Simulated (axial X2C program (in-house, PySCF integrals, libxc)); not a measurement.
# FSbF: bond lengths and stretches, held linear

One table from this session's results is given with a row withheld; the runs are named, their logs left out.

Method: all-electron X2C, two-component (2c) or spin-free, F dyall-av3z, Sb dyall-v3z; program: an in-house X2C program for linear molecules on PySCF integrals.

All values are calculated.

2 further runs of the same task are left out: 2 set aside as unsound or not needed.

Set-up of the first run:

The input, task.json:

```json
{"zs": [9, 51, 9], "q": 0, "bas": ["dyall-av3z", "dyall-v3z", "dyall-av3z"], "r0": [2.04, 2.04], "symm": 1, "scan": ["PBE0", "HF", "TPSSh"], "levels": ["PBE0", "HF", "BHandHLYP"], "nst": 2}
```

Keys: zs atomic numbers; q charge; bas basis sets; r0 starting distance in Å; symm equal bonds; scan levels of the two-bond scan (MP2 follows by itself at each HF point); levels methods; nst determinants followed.

Launch:

```bash
$ python solin.py task.json out
```

Masses F 18.998, Sb 120.904, F 18.998 u.

Among the steps run: Scan at PBE0, 2c; Scan at HF, 2c; Scan at TPSSh, 2c.

One of the session's tables, all rows but one given; the rest of the session is left out.

| level | r(F–Sb) (Å) | r(Sb–F) (Å) | lower stretch (cm⁻¹) | upper stretch (cm⁻¹) |
| --- | --- | --- | --- | --- |
| PBE0, 2c | ? | ? | ? | ? |
| HF, 2c | 1.989 | 1.989 | 509.7 | 535.0 |
| TPSSh, 2c | 2.014 | 2.014 | 513.7 | 515.5 |
| MP2, 2c | 2.004 | 2.004 | 528.3 | 529.2 |
| PBE0, spin-free | 2.002 | 2.002 | 519.9 | 523.7 |
| HF, spin-free | 1.986 | 1.986 | 511.5 | 536.6 |
| TPSSh, spin-free | 2.012 | 2.012 | 514.6 | 516.7 |
| MP2, spin-free | 2.001 | 2.001 | 529.8 | 531.0 |

Estimate the missing values for PBE0, 2c.

The run gave: r(F–Sb) (Å): 2.005; r(Sb–F) (Å): 2.005; lower stretch (cm⁻¹): 518.6; upper stretch (cm⁻¹): 522.2. In the column «r(F–Sb) (Å)» it lies between MP2, 2c (2.004) and TPSSh, spin-free (2.012).

Scans not shown above were run alike.

To keep in mind: The molecule was held linear; bending was not examined, so a bent shape may lie lower. Note: functional without a current term on a determinant with orbital currents, of the molecule or an atom.
